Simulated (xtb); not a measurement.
# C2H3BrGe (SMILES C#[C][GeH2][Br]) at GFN2-xTB (GBSA acetone, surface grid vtight)

We compute a structure relaxation of C2H3BrGe. 

The calculation is run with xtb 6.7.1.

## Step 1: The structure to begin with

The species is C2H3BrGe (7 atoms), meant as a singlet with charge 0. SMILES: `C#[C][GeH2][Br]`. Geometry: optimised at GFN2-xTB. The run starts from this shape.

Bond lengths: C1–C2 1.203 Å, C2–Ge3 1.898 Å, Ge3–Br4 2.271 Å, C1–H5 1.053 Å, Ge3–H6 1.505 Å, Ge3–H7 1.505 Å. Angles: C1–C2–Ge3 177.3°, C2–Ge3–Br4 107.4°, C2–C1–H5 179.1°, C2–Ge3–H6 110.9°, C2–Ge3–H7 110.9°, Br4–Ge3–H6 107.4°, Br4–Ge3–H7 107.5°, H6–Ge3–H7 112.5°.

## Step 2: A geometry optimisation at GFN2-xTB (GBSA acetone, surface grid vtight)

File xcontrol:

```
$gbsa
   gbsagrid=vtight
$end
```

File mol.coord:

```
$coord
      2.047026927240     -2.876333237032      1.570645868483  c
      0.991520400330     -1.054315999451      0.714354269631  c
     -0.795895951909      1.717836636330     -0.694474350800  ge
     -4.349129086781      0.152803254437     -2.524787486068  br
      2.990056955212     -4.453309688032      2.335512517425  h
     -1.614147363872      3.534676024329      1.334713561823  h
      0.730605914303      2.978643009419     -2.735945483233  h
$end
```

Command:

```console
$ xtb mol.coord --opt --gbsa acetone -I xcontrol > mol.out
```

Q: Predict the results. Wanted: total energy at the end; dipole moment; HOMO energy; LUMO energy; HOMO–LUMO gap; dispersion energy; solvent term in the energy; mean polarisability.

Answer, from the run:

Level: GFN2-xTB (GBSA acetone, surface grid vtight).

| quantity | value |
| --- | --- |
| total energy at the end | -11.79409 Eh |
| dipole moment | 4.91 D |
| HOMO energy | -11.59 eV |
| LUMO energy | -6.13 eV |
| HOMO–LUMO gap | 5.46 eV |
| dispersion energy | -11.69 kJ/mol |
| solvent term in the energy | -25.7 kJ/mol |
| mean polarisability (D4 model) | 71.6 bohr³ |

**Reading.** At the final geometry: Bond lengths: C1–C2 1.204 Å, C2–Ge3 1.898 Å, Ge3–Br4 2.286 Å, C1–H5 1.054 Å, Ge3–H6 1.505 Å, Ge3–H7 1.505 Å. Angles: C1–C2–Ge3 177.5°, C2–Ge3–Br4 107.3°, C2–C1–H5 179.1°, C2–Ge3–H6 111.3°, C2–Ge3–H7 111.3°, Br4–Ge3–H6 106.8°, Br4–Ge3–H7 106.9°, H6–Ge3–H7 112.9°. The optimisation took 4 steps and changed the energy by -0.001 eV.
